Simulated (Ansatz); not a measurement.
# AlN: the cost of one run

Computed with Ansatz 0.2.0 (reference: DFT, r2SCAN, plane waves, PAW, unless a step's input says otherwise).

1 further run of the same task is left out (for a known fault of the program).

## (1) The starting structure

The structure is hexagonal, space group P6_3mc (No. 186). Conventional cell: a = 3.107 Å, b = 3.107 Å, c = 4.979 Å, α = 90.00°, β = 90.00°, γ = 120.00°. Al (site symmetry 3m) has 4 N at 1.89 to 1.90 Å as nearest neighbours. N (site symmetry 3m) has 4 Al at 1.89 to 1.90 Å as nearest neighbours.

As a file:

```
Al N
1.0
     3.10669    0.00000    0.00000
    -1.55335    2.69048    0.00000
     0.00000    0.00000    4.97859
Al N
2 2
Direct
  0.33333 0.66667 0.99670
  0.66667 0.33333 0.49670
  0.33333 0.66667 0.37830
  0.66667 0.33333 0.87830
```

## (2) The reference run

File input.yaml:

```yaml
crystal:
  lattice:
    - [3.1066937622, 0.0, 0.0]
    - [-1.5533468811, 2.6904757198, 0.0]
    - [0.0, 0.0, 4.978591553]
  atoms:
    - { symbol: Al, position: [0.3333333333, 0.6666666667, -0.0032954729] }
    - { symbol: Al, position: [0.6666666667, 0.3333333333, 0.4967045271] }
    - { symbol: "N", position: [0.3333333333, 0.6666666667, 0.3782954729] }
    - { symbol: "N", position: [0.6666666667, 0.3333333333, 0.8782954729] }
kpoints:
  mp_grid: { grid: [6, 6, 4] }
hamiltonian:
  xc: r2scan
scf:
  occupations: { method: fixed }
  n_extra_bands: 5
output:
  forces: true
  stress: true
  eigenvalues: true
```

Run with:

```console
$ ansatz run input.yaml --threads 4 --pin off --max-ram 3686MiB --backend cpu --events-out ev --progress --plain --runs-dir out
```

**Question.** How long does this run take on 4 threads of Arm Neoverse N1, shared host, and how much memory does it need?

About 1.9 s, with a peak of 0.4 GiB.
